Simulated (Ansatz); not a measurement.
Task: an equation of state with a fit of TePb, space group Fm-3m, with the Ansatz DFT code, driven from Python. Give the script and its output. Use (first run): PBE, PAW, cutoff 500 eV, 5×5×5 k-points, fixed occupations.

```xyz
2
Lattice="0.0000 3.2310 3.2310 3.2310 0.0000 3.2310 3.2310 3.2310 0.0000" Properties=species:S:1:pos:R:3 pbc="T T T"
Te    3.2310    3.2310    3.2310
Pb    0.0000    0.0000    0.0000
```

The script, `run_eos.py`:
```python
# -*- coding: utf-8 -*-
"""Energy against volume for TePb, with a fit."""

import warnings

import ansatz as az
import numpy as np

VECTORS = np.array([
    [0.0, 3.231, 3.231],
    [3.231, 0.0, 3.231],
    [3.231, 3.231, 0.0],
])
SITES = [
    ("Te", [0.5, 0.5, 0.5]),
    ("Pb", [0.0, 0.0, 0.0]),
]


def build(cell):
    crystal = az.Crystal(lattice=az.Lattice.of(cell))
    for symbol, position in SITES:
        crystal = crystal.atom(symbol, position)
    return crystal

warnings.simplefilter("ignore", az.DeckWarning)

# uniform scaling of the cell
volumes, energies, pressures = [], [], []
for scale in np.linspace(0.9, 1.1, 9):
    cell = VECTORS * scale ** (1 / 3)
    base = (
        build(cell).calculation()
        .functional("pbe")
        .pseudopotentials("paw")
        .occupations(az.OccupationsMethod.FIXED)
        .scf(tolerance=1e-08)
        .basis(500)
        .kpoints(5, 5, 5)
        .stress()
    )
    rep = base.run(threads=1).report
    volumes.append(abs(np.linalg.det(cell)) / len(SITES))
    energies.append(rep["free_energy_ev"] / len(SITES))
    pressures.append(np.trace(rep["stress_gpa"]) / 3)
    print(f"V = {volumes[-1]:8.4f} A^3/atom  F = {energies[-1]:.5f} eV/atom  P = {pressures[-1]:8.3f} GPa")

# third-order Birch-Murnaghan: a cubic in V^(-2/3)
x = np.array(volumes) ** (-2 / 3)
poly = np.polynomial.Polynomial.fit(x, energies, 3).convert()
roots = poly.deriv().roots()
x0 = min((r.real for r in roots if abs(r.imag) < 1e-9 and poly.deriv(2)(r.real) > 0), key=lambda r: abs(r - x.mean()))
v0 = x0 ** -1.5
b0 = 4 / 9 * poly.deriv(2)(x0) * v0 ** (-7 / 3) * 160.21766
b1 = 4 + 2 / 3 * x0 * poly.deriv(3)(x0) / poly.deriv(2)(x0)
print(f"V0 = {v0:.4f} A^3/atom, B0 = {b0:.1f} GPa, dB/dP = {b1:.2f}")
```

Running `python run_eos.py` prints:
```text
V =  30.3566 A^3/atom  F = -9443.47812 eV/atom  P =    8.447 GPa
V =  31.1999 A^3/atom  F = -9443.51745 eV/atom  P =    6.542 GPa
V =  32.0431 A^3/atom  F = -9443.54740 eV/atom  P =    4.874 GPa
V =  32.8863 A^3/atom  F = -9443.56912 eV/atom  P =    3.413 GPa
V =  33.7296 A^3/atom  F = -9443.58364 eV/atom  P =    2.131 GPa
V =  34.5728 A^3/atom  F = -9443.59183 eV/atom  P =    1.008 GPa
V =  35.4161 A^3/atom  F = -9443.59449 eV/atom  P =    0.023 GPa
V =  36.2593 A^3/atom  F = -9443.59229 eV/atom  P =   -0.841 GPa
V =  37.1025 A^3/atom  F = -9443.58582 eV/atom  P =   -1.599 GPa
V0 = 35.4378 A^3/atom, B0 = 38.7 GPa, dB/dP = 4.45
```

A third-order Birch-Murnaghan fit through the 9 points has its minimum at 35.44 Å³ an atom, 5.1 % above the typed cell, with a bulk modulus of 39 GPa and dB/dP = 4.4. From that minimum the energy rises by 116.4 meV an atom on the compressed side and 8.7 meV on the expanded side. The window is off centre, so dB/dP is rough.

Caveats:
- Total energies depend on the potentials; only differences at equal settings carry meaning.
- For a gap this small the mesh is coarse, and bands can meet between its points.
- The program warned that this SCF threshold is loose for forces or stresses.
- Pressure is positive in compression.
- Spin-orbit coupling, which matters for elements this heavy, is left out.
- The structure is a deposited one; some such entries were measured under pressure or heat, so a shift against it needn't be the functional's error alone.
- The script silences the warnings on its input, which a real study should read.
- The whole script took 8.9 s on 1 thread of Arm Neoverse V2, with other jobs on the host, peak memory 0.4 GiB.

(A comment or docstring line of the script was reworded after the run, the code is as it ran; lines on the test bed's own set-up are left out of the output.)
